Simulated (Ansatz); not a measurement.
**SnTe (SMILES [Sn][Te]) at CCSD(T)/STO-3G**

Aim: the vertical electron affinity of SnTe at CCSD(T)/STO-3G, from 2 runs. 

Program for the calculation: Ansatz 0.2.0.

48 further runs of the same task are left out: 11 that didn't finish, 37 set aside as unsound or not needed.

## Step 1: Starting point

The species is SnTe (2 atoms), meant as a singlet with charge 0. As SMILES, `[Sn][Te]`. The shape comes from GFN2-xTB, which is rough for such elements, and wasn't checked as a minimum.

Bond lengths: Sn1–Te2 2.537 Å.

## Step 2: A single-point energy at CCSD(T)/STO-3G

Input file run.yaml:

```yaml
crystal:
  periodic: [false, false, false]
  atoms:
    - {symbol: Sn, position_ang: [0.000000, 0.000000, 0.000000]}
    - {symbol: Te, position_ang: [0.000000, 0.000000, 2.536770]}
basis:
  gaussian: {orbitals: STO-3G}
correlation: {method: ccsd_t, frozen_orbitals: {Sn: 18, Te: 18}}
accuracy: high
scf: {omitted_lower_state_checks: [cluster_reference, increment]}
```

Run with:

```
$ ansatz run run.yaml --threads 1 --pin off --max-ram 2610MiB --events-out events.jsonl --progress --plain --runs-dir runs
```

Log, shortened:

```text
Warning: RAYON_NUM_THREADS=1 ignored (pool sized by the plan → 1); use --threads N
Functional definition: HF
  name "HF"
[...]
827 factors; integrals over basis functions are off by at most 4.7e-9 eV
[...]
mean field -340426.82147358 eV, -12510.4549395669 hartree, gradient 1.7e-8 eV, S^2 0.000000; 0 other end points of the search recorded, 0 dependent functions left out
36 core orbitals not correlated: weight in the atoms' cores, before any rotation towards them, 1.000 or more for the frozen orbitals, at most 0.000 for the correlated occupied ones
reference -340426.82147358 eV, -12510.4549395669 hartree; 15, 15 occupied and 3, 3 virtual orbitals, 827 factors
second order -1.60962655 eV of doubles, -0.00000000 eV of singles
cycle   1  -1.56042855 eV  change    4.9e-2 eV  update   1.5e-1
[...]
cycle  18  -1.79357339 eV  change    1.7e-9 eV  update   1.1e-9
perturbative correction -0.20740398 eV, -0.0076219556 hartree
Total energy: -340428.82245095 eV, -12510.5284741287 hartree
Checks for a lower state left out: cluster_reference, increment
```

Wall time 0.76 s (1 thread of AMD EPYC 9R45 (Zen 5), shared host); peak memory 0.16 GiB.

## Step 3: The doublet anion, same level

Input file in.yaml:

```yaml
crystal:
  periodic: [false, false, false]
  atoms:
    - symbol: Sn
      position_ang: [0.000000, 0.000000, 0.000000]
    - symbol: Te
      position_ang: [0.000000, 0.000000, 2.536770]
basis:
  gaussian:
    orbitals: STO-3G
total_charge: -1
magnetization:
  spin_polarized: true
  initial_magnetization: 1
correlation:
  method: ccsd_t
  frozen_orbitals: {Sn: 18, Te: 18}
accuracy: high
scf:
  omitted_lower_state_checks: [cluster_reference, increment]
```

Run with:

```
$ ansatz run in.yaml --threads 1 --pin off --max-ram 2610MiB --events-out events.jsonl --progress --plain --runs-dir runs
```

Log, shortened:

```text
Warning: RAYON_NUM_THREADS=1 ignored (pool sized by the plan → 1); use --threads N
[... 2 set-up lines as earlier in the session ...]
[...]
827 factors; integrals over basis functions are off by at most 4.7e-9 eV
[...]
mean field -340423.34270410 eV, -12510.3270971464 hartree, gradient 3.2e-8 eV, S^2 0.769966; 13 other end points of the search recorded, 0 dependent functions left out
36 core orbitals not correlated: weight in the atoms' cores, before any rotation towards them, 1.000 or more for the frozen orbitals, at most 0.000 for the correlated occupied ones
reference -340423.34270410 eV, -12510.3270971464 hartree; 16, 15 occupied and 2, 3 virtual orbitals, 827 factors
second order -0.73254038 eV of doubles, -0.00000000 eV of singles
cycle   1  -0.84193688 eV  change   -1.1e-1 eV  update   7.8e-2
[...]
cycle  22  -0.97117777 eV  change   1.4e-11 eV  update   2.1e-9
perturbative correction -0.06665781 eV, -0.0024496292 hartree
Total energy: -340424.38053967 eV, -12510.3652369002 hartree
Checks for a lower state left out: cluster_reference, increment
```

It took 4.2 s on 1 thread of AMD EPYC 9R45 (Zen 5), shared host; peak memory 0.26 GiB.

## Step 4: Outcome

Level: CCSD(T)/STO-3G, 36 core orbitals frozen.

```
                                                   quantity            value
                                 singlet SnTe: total energy  -12510.52847 Eh
 singlet SnTe: correlation energy (36 core orbitals frozen)        -73.5 mEh
                               singlet SnTe: (T) correction        -7.62 mEh
                                singlet SnTe: T1 diagnostic            0.024
                                doublet anion: total energy  -12510.36524 Eh
doublet anion: correlation energy (36 core orbitals frozen)        -38.1 mEh
                              doublet anion: (T) correction        -2.45 mEh
           doublet anion: ⟨S²⟩ of the reference determinant            0.770
                               doublet anion: T1 diagnostic            0.016
          vertical electron affinity (to the doublet anion)        -4.442 eV
```

In words: The anion lies 4.44 eV (429 kJ/mol) above the neutral: the electron isn't bound at this level, and such a value depends on the basis. Without diffuse functions anions come out too high. In a minimal basis such a difference can be off by several eV, whatever the method. The T1 diagnostic (singlet SnTe) of 0.024 is above the customary mark for such species, so a single reference may not serve. The triples (singlet SnTe) make up 10.4 % of the correlation energy. Relativity is left out (singlet SnTe) although the molecule holds a heavy atom. The triples (doublet anion) make up 6.4 % of the correlation energy.
